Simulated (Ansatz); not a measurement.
Hf2Pd2Se2Br2O3:

```xyz
11
Lattice="3.7261 0.0000 0.0000 -1.8631 3.2269 0.0000 0.0000 0.0000 17.0087" Properties=species:S:1:pos:R:3 pbc="T T T"
Hf    1.8631    1.0756   15.8835
Hf    0.0000    2.1513    1.1251
Pd    0.0000    0.0000    5.1533
Pd    0.0000    0.0000   11.8554
Se    0.0000    2.1513    3.8523
Se    1.8631    1.0756   13.1564
Br    1.8631    1.0756    6.7800
Br    0.0000    2.1513   10.2287
O     0.0000    2.1513   15.7652
O     1.8631    1.0756    1.2435
O     0.0000    0.0000    0.0000
```

The cell was built by a generator and needn't be a form met in nature.

```yaml
Program: Ansatz 0.2.0
Task: relaxation of cell and atoms
Functional: PBEsol
Potentials_or_basis: Ansatz PAW
Cutoff: "420 eV (not typed: the program's choice for these potentials)"
k_mesh: 6 × 6 × 2
Occupations: fermi-dirac, width 0.05 eV
Spin: no spin polarisation
```

At the start: volume 18.59 Å³/atom.

**Question.** Where does the relaxation end?

**Answer.** It ends after 10 steps and the volume is 17.19 Å³/atom (-7.5 %); space group P-3m1 (No. 164, to 0.05 Å).

Step by step:
```
step  energy change (eV)  largest force (eV/Å)  volume (Å³)
   1              0.0000                0.3486       204.51
   2             -0.0964                0.3008       190.32
   3             -0.1824                0.0318       191.48
   4             -0.1892                0.0420       188.39
   5             -0.1896                0.0334       189.39
   6             -0.1896                0.0112       189.55
   7             -0.1897                0.0031       189.48
   8             -0.1756                0.0031       189.48
   9             -0.1763                0.0047       189.09
  10             -0.1757                0.0048       189.09
```

Final structure:
```cif
data_structure
_symmetry_space_group_name_H-M 'P 1'
_symmetry_Int_Tables_number 1
_cell_length_a 3.6753
_cell_length_b 3.6753
_cell_length_c 16.1640
_cell_angle_alpha 90.000
_cell_angle_beta 90.000
_cell_angle_gamma 120.000
_cell_volume 189.09
loop_
_atom_site_label
_atom_site_type_symbol
_atom_site_fract_x
_atom_site_fract_y
_atom_site_fract_z
_atom_site_occupancy
Hf1 Hf 0.66667 0.33333 0.93131 1
Hf2 Hf 0.33333 0.66667 0.06869 1
Pd1 Pd 0.00000 0.00000 0.31470 1
Pd2 Pd 0.00000 0.00000 0.68530 1
Se1 Se 0.33333 0.66667 0.23497 1
Se2 Se 0.66667 0.33333 0.76503 1
Br1 Br 0.66667 0.33333 0.41273 1
Br2 Br 0.33333 0.66667 0.58727 1
O1 O 0.33333 0.66667 0.92344 1
O2 O 0.66667 0.33333 0.07656 1
O3 O 0.00000 0.00000 0.00000 1
```

Caveat: the plane-wave basis is chosen anew once the cell has moved, so the energies of steps on either side of that aren't comparable; this functional lacks dispersion, which binds the layers, so the pressure and a relaxed spacing across them are unreliable; the PAW data sets come from PBE, with cores solved anew for the run's functional, which leaves a small shift of forces and pressure.
